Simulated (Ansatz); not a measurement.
A first try at a convergence test of the plane-wave cutoff of HgTe, space group I-4m2, using Ansatz 0.2.0, Python API.

`run_ecut.py`
```python
# -*- coding: utf-8 -*-
import ansatz as az
import matplotlib.pyplot as plt

XC = "r2scan"

structure = (
    az.Lattice.of((-3.045603, 3.045603, 1.55941), (3.045603, -3.045603, 1.55941), (3.045603, 3.045603, -1.55941))
    .atom("Hg", (0.25, 0.75, 0.5))
    .atom("Te", (0.0, 0.0, 0.0))
)

model = (
    structure.calculation()
    .kpoints(8)
    .functional(XC)
    .occupations(az.OccupationsMethod.FIXED)
    .forces()
    .stress()
)

rows = []
for value in [250, 350, 450, 550, 650, 750]:
    data = model.basis(value).run(threads=1).report
    rows.append((value, data["free_energy_ev"] / len(data["lattice"]["sites"]), data["n_iterations"], sum(data["stress_gpa"][i][i] for i in range(3)) / 3, max(abs(f) for row in data["forces_ev_ang"] for f in row), data["n_pw"]))

print(" cutoff (eV)   F/atom (eV)    iterations       P (GPa)  max component (eV/A)   plane waves")
for row in rows:
    print(f"{str(row[0]):>12s}  {row[1]:12.5f}  {row[2]:12d}  {row[3]:12.3f}  {row[4]:20.4f}  {row[5]:12d}")

for row in rows[:-1]:
    shift = 1000 * (row[1] - rows[-1][1])
    print(f"{row[0]}: {shift:+.2f} meV/atom" + ("  (within 2 meV)" if abs(shift) < 2 else ""))
plt.figure(figsize=(4.5, 3))
plt.plot([str(row[0]) for row in rows], [1000 * (row[1] - rows[-1][1]) for row in rows], "o-")
plt.xlabel("cutoff (eV)")
plt.ylabel("F - F(last) (meV/atom)")
plt.tight_layout()
plt.savefig("ecut.png", dpi=100)
```

Running `python run_ecut.py` prints:
```text
DeckWarning: basis.ecutwfc = 250 eV is below the records' recommended 500 eV, and the density's cutoff is lower with it unless basis.ecutrho_ratio is high enough to keep the records' density cutoff: compare with a run at a higher cutoff
RunWarning: iter 1: σ=0 fill of 18 bands saw a band overlap (occupied 12.4595 eV > unoccupied 9.3710 eV) — on an unconverged iterate often a transient of an unconverged empty band; one that stands at [...]
RunWarning: the bands overlap at the fill by count (18 filled at each k-point of a channel): the highest filled level, 12.446556 eV at k-index 4, stands 3.0789 eV over the lowest empty one, 9.367640 [...]
DeckWarning: basis.ecutwfc = 350 eV is below the records' recommended 500 eV, and the density's cutoff is lower with it unless basis.ecutrho_ratio is high enough to keep the records' density cutoff: compare with a run at a higher cutoff
DeckWarning: basis.ecutwfc = 450 eV is below the records' recommended 500 eV, and the density's cutoff is lower with it unless basis.ecutrho_ratio is high enough to keep the records' density cutoff: compare with a run at a higher cutoff
 cutoff (eV)   F/atom (eV)    iterations       P (GPa)  max component (eV/A)   plane waves
         250  -10409.98068             7         0.464                0.0000           501
         350  -10411.13857             6         0.345                0.0000           837
         450  -10411.14475             6         0.325                0.0000          1221
         550  -10411.14710             6         0.322                0.0000          1689
         650  -10411.14753             6         0.320                0.0000          2175
         750  -10411.14794             6         0.320                0.0000          2683
250: +1167.26 meV/atom
350: +9.37 meV/atom
450: +3.19 meV/atom
550: +0.84 meV/atom  (within 2 meV)
650: +0.41 meV/atom  (within 2 meV)
```
(Warnings from the package without file and line, shortened, repeats left out.)

The script ran to its end, but the result can't be trusted. Why?

The fault: fixed occupations, though the bands overlap at this level of theory. The change:

```diff
--- before
+++ after
@@ -5,2 +5,4 @@
 XC = "r2scan"
+SMEARING = "fermi_dirac"
+SIGMA = 0.05
 
@@ -16,3 +18,3 @@
     .functional(XC)
-    .occupations(az.OccupationsMethod.FIXED)
+    .occupations(SMEARING, width=SIGMA)
     .forces()
```

With that change:

```console
$ python run_ecut.py
DeckWarning: basis.ecutwfc = 250 eV is below the records' recommended 500 eV, and the density's cutoff is lower with it unless basis.ecutrho_ratio is high enough to keep the records' density cutoff: compare with a run at a higher cutoff
DeckWarning: basis.ecutwfc = 350 eV is below the records' recommended 500 eV, and the density's cutoff is lower with it unless basis.ecutrho_ratio is high enough to keep the records' density cutoff: compare with a run at a higher cutoff
DeckWarning: basis.ecutwfc = 450 eV is below the records' recommended 500 eV, and the density's cutoff is lower with it unless basis.ecutrho_ratio is high enough to keep the records' density cutoff: compare with a run at a higher cutoff
 cutoff (eV)   F/atom (eV)    iterations       P (GPa)  max component (eV/A)   plane waves
         250  -10410.16998             8        -1.347                0.0000           501
         350  -10411.32870             7        -1.432                0.0000           837
         450  -10411.33491             7        -1.451                0.0000          1221
         550  -10411.33727             7        -1.455                0.0000          1689
         650  -10411.33770             7        -1.457                0.0000          2175
         750  -10411.33810             7        -1.457                0.0000          2683
250: +1168.13 meV/atom
350: +9.41 meV/atom
450: +3.19 meV/atom
550: +0.83 meV/atom  (within 2 meV)
650: +0.40 meV/atom  (within 2 meV)
```
(Warnings from the package without file and line.)

Forces vanish by symmetry here and test nothing. Pressure is positive in compression. Spin-orbit coupling, which matters for elements this heavy, is left out. This cell is a computed structure, which may not be the phase found in nature. Shifts are counted from the last row, which is itself no proven limit. By the engine's processor time: 81 s on 1 thread of Intel(R) Xeon(R) Processor @ 2.30GHz (shared host), peak memory 1 GiB.
